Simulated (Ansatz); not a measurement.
**CH₆BOSi radical: a ladder of functionals and wavefunction methods**

How much do the methods differ for CH₆BOSi radical? The plan is to run it at one geometry with functionals of several rungs and with coupled cluster, and see how far each lands from CCSD(T) at the basis-set limit for the atomisation energy.

Method: functionals in def2-TZVPP, the program's frozen cores in correlated methods; program: Ansatz 0.2.0, Gaussian basis.

Plan: LDA (SPW92), PBE-D4, revPBE-D4, BLYP-D4, r2SCAN-D4, B97M-V, PBE0-D4, B3LYP-D4, r2SCANh-D4, r2SCAN0-D4, HSE06-D4, BHLYP-D4, CAM-B3LYP-D4, LC-ωPBE, ωB97X-V, ωB97M-V, B2PLYP, PBE-QIDH; CCSD(T)/def2-SVP; CCSD(T)/def2-TZVPP; MP2/def2-QZVPP; extrapolation to the limit; RPA on PBE.

### 1 Structure used throughout

All runs share one geometry, relaxed beforehand with PBE0-D4 in a triple-zeta def2 set.

10 atoms, charge 0, spin multiplicity 2.

Atoms are counted from 1 here; the program's logs count them from 0.

Bond lengths: C1–B2 1.556 Å, C1–H5 1.095 Å, C1–H6 1.095 Å, C1–H7 1.093 Å, B2–O3 1.339 Å, O3–Si4 1.668 Å, Si4–H8 1.481 Å, Si4–H9 1.482 Å, Si4–H10 1.482 Å. Angles: B2–C1–H5 109.3°, B2–C1–H6 112.5°, B2–C1–H7 110.8°, H5–C1–H6 108.8°, H5–C1–H7 105.9°, H6–C1–H7 109.3°, C1–B2–O3 125.4°, B2–O3–Si4 126.2°, O3–Si4–H8 106.0°, O3–Si4–H9 109.9°, O3–Si4–H10 110.0°, H8–Si4–H9 110.3°, H8–Si4–H10 110.3°, H9–Si4–H10 110.3°.

### 2 LDA

This LDA is Slater exchange with PW92 correlation.

Contents of in.yaml:

```yaml
crystal:
  periodic: [false, false, false]
  atoms:
    - {symbol: C, position_ang: [-0.475536, 1.528132, -1.333254]}
    - {symbol: B, position_ang: [-0.314300, 0.635271, -0.069412]}
    - {symbol: O, position_ang: [0.288501, -0.559653, -0.035456]}
    - {symbol: Si, position_ang: [0.484870, -1.526507, 1.309469]}
    - {symbol: H, position_ang: [0.090675, 2.455253, -1.196307]}
    - {symbol: H, position_ang: [-0.124632, 1.032154, -2.244814]}
    - {symbol: H, position_ang: [-1.518117, 1.829688, -1.464349]}
    - {symbol: H, position_ang: [1.211385, -2.729848, 0.843767]}
    - {symbol: H, position_ang: [-0.839230, -1.904815, 1.857638]}
    - {symbol: H, position_ang: [1.279585, -0.810774, 2.335617]}
basis:
  gaussian: {orbitals: def2-TZVPP}
magnetization: {spin_polarized: true, initial_magnetization: 1}
hamiltonian: {xc: lda}
output: {orbitals: {seedname: orbitals}}
```

Command:

```
$ ansatz run in.yaml --threads 4 --pin off --events-out ev --progress --plain --max-ram 10444MiB
```

The runs that follow: PBE-D4 (GGA); revPBE-D4 (GGA); BLYP-D4 (GGA); r2SCAN-D4 (meta-GGA); B97M-V (meta-GGA); B3LYP-D4 (hybrid); r2SCANh-D4 (hybrid); r2SCAN0-D4 (hybrid); HSE06-D4 (hybrid); BHLYP-D4 (hybrid); CAM-B3LYP-D4 (range-separated); LC-ωPBE (range-separated); ωB97X-V (range-separated); ωB97M-V (range-separated); B2PLYP (double hybrid); PBE-QIDH (double hybrid); CCSD(T) in def2-SVP; CCSD(T) in def2-TZVPP; MP2 in def2-QZVPP; RPA on PBE orbitals.

**Question.** What will the summary of the whole plan be? Wanted: atomisation energy, CCSD(T)/CBS; farthest beyond LDA; mean size of error, GGA; mean size of error, meta-GGA; mean size of error, hybrid; mean size of error, range-separated; mean size of error, double hybrid; gap, smallest and largest; T1 diagnostic.

**Answer**, as computed:

```
                               quantity                                                                                              value
        atomisation energy, CCSD(T)/CBS                                                                                      3612.1 kJ/mol
 functionals within 18.1 kJ/mol (0.5 %)  BLYP-D4, PBE0-D4, B3LYP-D4, r2SCANh-D4, r2SCAN0-D4, HSE06-D4, LC-ωPBE, ωB97X-V, ωB97M-V, PBE-QIDH
                    farthest beyond LDA                                                                            BHLYP-D4 (-56.5 kJ/mol)
                mean size of error, GGA                                                                                        27.0 kJ/mol
           mean size of error, meta-GGA                                                                                        30.1 kJ/mol
             mean size of error, hybrid                                                                                        16.7 kJ/mol
    mean size of error, range-separated                                                                                        16.9 kJ/mol
      mean size of error, double hybrid                                                                                        17.6 kJ/mol
              gap, smallest and largest                                                           1.45 eV (LDA (SPW92)), 9.16 eV (LC-ωPBE)
                          T1 diagnostic                                                                                             0.0143
triples share of the correlation energy                                                                                              3.5 %
```

What this shows: The LDA atomisation energy is off by 460.4 kJ/mol (13 %): it overbinds. PBE-D4 misses by +40.6 kJ/mol. Double hybrids carry the basis error of their MP2 part in triple zeta, and no dispersion term here, so their miss is partly the set-up's. The rungs hybrid, range-separated, double hybrid miss on average by less than the doubt on the reference (18.1 kJ/mol), so they tie. Misses under about 18.1 kJ/mol are within the doubt on the reference itself, which lacks core-valence correlation, relativity and higher excitations. Hartree-Fock recovers 77 % of the binding; the rest is correlation. CCSD(T) in def2-SVP is off by -186.6 kJ/mol, so the small basis spoils what the method gains. The gap grows from 1.4 to 9.2 eV across the functionals, mostly with the share of exact exchange.
